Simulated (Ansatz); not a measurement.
# ZrZnN: the cost of one run

Computed with Ansatz 0.2.0 (DFT PBE, scalar-relativistic, plane waves, PAW, unless a step's input says otherwise).

1 further run of the same task is left out (it didn't finish). Runs told in other sessions of the task aren't counted.

### 1 The structure to begin with

The structure is tetragonal, space group P4mm (No. 99). Conventional cell: a = 2.353 Å, b = 2.353 Å, c = 7.852 Å, α = 90.00°, β = 90.00°, γ = 90.00°. Around Zr (site symmetry 4mm) lie 1 N at 1.32 Å. Zn (site symmetry 4mm) is surrounded by 1 Zr at 1.89 Å. N (site symmetry 4mm) is surrounded by 1 Zr at 1.32 Å.

Coordinates:

```xyz
3
Lattice="2.3528 0.0000 0.0000 0.0000 2.3528 0.0000 0.0000 0.0000 7.8522" Properties=species:S:1:pos:R:3 pbc="T T T"
Zr    1.1764    1.1764    5.8694
Zn    1.1764    1.1764    7.7563
N     1.1764    1.1764    4.5500
```

The cell is invented: random cell by space group and Wyckoff sites (P4mm, No. 99). Lengths come from tabulated atomic sizes and are only a guess.

### 2 Probe: one point on a coarse mesh

File input.yaml:

```yaml
crystal:
  lattice:
    - [2.3528198, 0.0, 0.0]
    - [0.0, 2.3528198, 0.0]
    - [0.0, 0.0, 7.85222794]
  atoms:
    - { symbol: Zr, position: [0.5, 0.5, 0.74748236] }
    - { symbol: Zn, position: [0.5, 0.5, 0.98777861] }
    - { symbol: "N", position: [0.5, 0.5, 0.57945815] }
basis:
  ecutwfc: 420
kpoints:
  mp_grid: { grid: [8, 8, 2] }
hamiltonian:
  xc: pbe
scf:
  occupations: { method: gaussian, width: 0.1 }
  lower_state_search: "off"
output:
  forces: true
  stress: true
  eigenvalues: true
```

Run with:

```
$ ansatz run input.yaml --threads 1 --pin off --max-ram 2560MiB --backend cpu --events-out ev --progress --plain --runs-dir out
```

Q: Estimate wall time and peak memory on 1 thread of Arm Neoverse V1, shared host.

About 5.4 s, with a peak of 0.33 GiB.
